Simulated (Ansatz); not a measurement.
Run this with Ansatz's Python interface and show what comes out.

`opt.py`
```python
"""Minimum-energy structure of C3H5Al."""

from dataclasses import dataclass
import itertools

import ansatz as az
from ase.data import atomic_numbers, covalent_radii
import numpy as np


@dataclass(frozen=True)
class Options:
    basis: str = "def2-SVP"
    functional: str = "r2scan"


settings = Options()

geometry_ang = [
    ("C", [0.247, 0.9255, -1.0541]),
    ("C", [0.0066, -0.1027, -0.0484]),
    ("C", [0.1647, -1.4775, 0.2988]),
    ("Al", [-0.4942, -0.4813, 1.6284]),
    ("H", [0.1755, 0.5166, -2.0988]),
    ("H", [-0.6148, 1.7352, -0.9736]),
    ("H", [1.2046, 1.4681, -0.9002]),
    ("H", [0.5977, -2.4433, 0.0197]),
    ("H", [-1.1986, -0.1869, 3.1111]),
]
geometry = az.Crystal.molecule()
for symbol, xyz in geometry_ang:
    geometry = geometry.atom(symbol, xyz)

setup = geometry.calculation().basis(gaussian=settings.basis).functional(settings.functional)
symbols = [site.symbol for site in geometry.cartesian_sites]
start = np.array([site.position_ang for site in geometry.cartesian_sites], dtype=float)
def progress(event):
    if event["event"] == "relax_step":
        row = event["data"]
        print(f"step {row['step']:3d}  E = {row['lagrangian_ev']:.6f} eV  largest force component {row['allowed_force_max_ev_ang']:.4f} eV/A")


rep = setup.relax(force_tolerance=0.01).session().plan().execute(on_event=progress).report
end = np.array(rep["positions_ang"])

for key in ("converged", "free_energy_ev", "reference_energy_ev", "n_frozen", "n_occupied", "n_virtual"):
    print(f"{key:22s} {rep[key]}")

# pairs closer than 1.2 times the sum of covalent radii, before or after
radius = [covalent_radii[atomic_numbers[s]] for s in symbols]
span = lambda where, i, j: np.linalg.norm(where[i] - where[j])
bonded = [(i, j) for i, j in itertools.combinations(range(len(symbols)), 2) if min(span(start, i, j), span(end, i, j)) < 1.2 * (radius[i] + radius[j])]
print("pair        before    after (A)")
for i, j in bonded:
    print(f"{symbols[i]}{i}-{symbols[j]}{j}".ljust(10), f"{span(start, i, j):8.4f} {span(end, i, j):8.4f}")

charges = rep["charge_distribution"]
dipole = np.array(charges["dipole_moment_e_ang"]) * 4.803205
print("dipole (D): {:.3f} {:.3f} {:.3f}, length {:.3f}".format(*dipole, np.linalg.norm(dipole)))
print("atom  Mulliken   Lowdin")
for symbol, m, l in zip(symbols, charges["mulliken_charges_e"], charges["lowdin_charges_e"]):
    print(f"{symbol:4s} {m:9.3f} {l:8.3f}")
with open("c3h5al_opt.xyz", "w") as handle:
    handle.write(f"{len(symbols)}\nrelaxed C3H5Al\n")
    handle.writelines(f"{s:2s} {x:11.6f} {y:11.6f} {z:11.6f}\n" for s, (x, y, z) in zip(symbols, end))
```

```console
$ python opt.py
step   1  E = -9779.182338 eV  largest force component 4.0876 eV/A
step   2  E = -9779.822455 eV  largest force component 1.2858 eV/A
step   3  E = -9779.999250 eV  largest force component 0.5380 eV/A
step   4  E = -9780.045679 eV  largest force component 0.3598 eV/A
step   5  E = -9780.013294 eV  largest force component 0.3950 eV/A
step   6  E = -9780.060221 eV  largest force component 0.0689 eV/A
step   7  E = -9780.065244 eV  largest force component 0.0244 eV/A
step   8  E = -9780.052933 eV  largest force component 0.5514 eV/A
step   9  E = -9780.066473 eV  largest force component 0.0181 eV/A
step  10  E = -9780.064953 eV  largest force component 0.1611 eV/A
step  11  E = -9780.066923 eV  largest force component 0.0111 eV/A
step  12  E = -9780.066987 eV  largest force component 0.0249 eV/A
step  13  E = -9780.067014 eV  largest force component 0.0155 eV/A
step  14  E = -9780.067025 eV  largest force component 0.0161 eV/A
step  15  E = -9780.067062 eV  largest force component 0.0036 eV/A
converged              True
free_energy_ev         -9780.067073161257
reference_energy_ev    -9780.067073161257
n_frozen               0
n_occupied             [18, 18]
n_virtual              [67, 67]
pair        before    after (A)
C0-C1        1.4582   1.4891
C0-H4        1.1241   1.1050
C0-H5        1.1852   1.1029
C0-H6        1.1113   1.1030
C1-C2        1.4268   1.3794
C1-Al3       1.7905   1.8771
C2-Al3       1.7873   1.8601
C2-H7        1.0946   1.1026
Al3-H8       1.6677   1.5756
dipole (D): -0.127 0.585 0.238, length 0.644
atom  Mulliken   Lowdin
C        0.038    0.022
C       -0.314   -0.151
C       -0.227   -0.085
Al       0.512    0.272
H        0.026    0.006
H        0.049    0.019
H        0.049    0.019
H        0.015    0.000
H       -0.148   -0.102
```

`c3h5al_opt.xyz`, as written:
```text
9
relaxed C3H5Al
C     0.277148    0.860901   -1.070376
C    -0.036188    0.035670    0.128882
C     0.030856   -1.330248    0.309142
Al   -0.549518   -0.480886    1.858917
H     0.610251    0.249314   -1.928304
H    -0.604111    1.447283   -1.380253
H     1.064717    1.597949   -0.839999
H     0.342090   -2.073309   -0.443615
H    -1.046745   -0.352973    3.348505
```

Total energies depend on the basis set; only differences at equal settings carry meaning. The end point is the stationary point reached from this start; no frequency run checks that it is a minimum, and the basis set is modest. The Löwdin charges here are taken after orthogonalising the functions within each atom; they differ from plain Löwdin charges, and their signs can be unphysical. Run time: 54 s on 1 thread of Arm Neoverse V2, with other jobs on the host, peak memory 0.2 GiB.
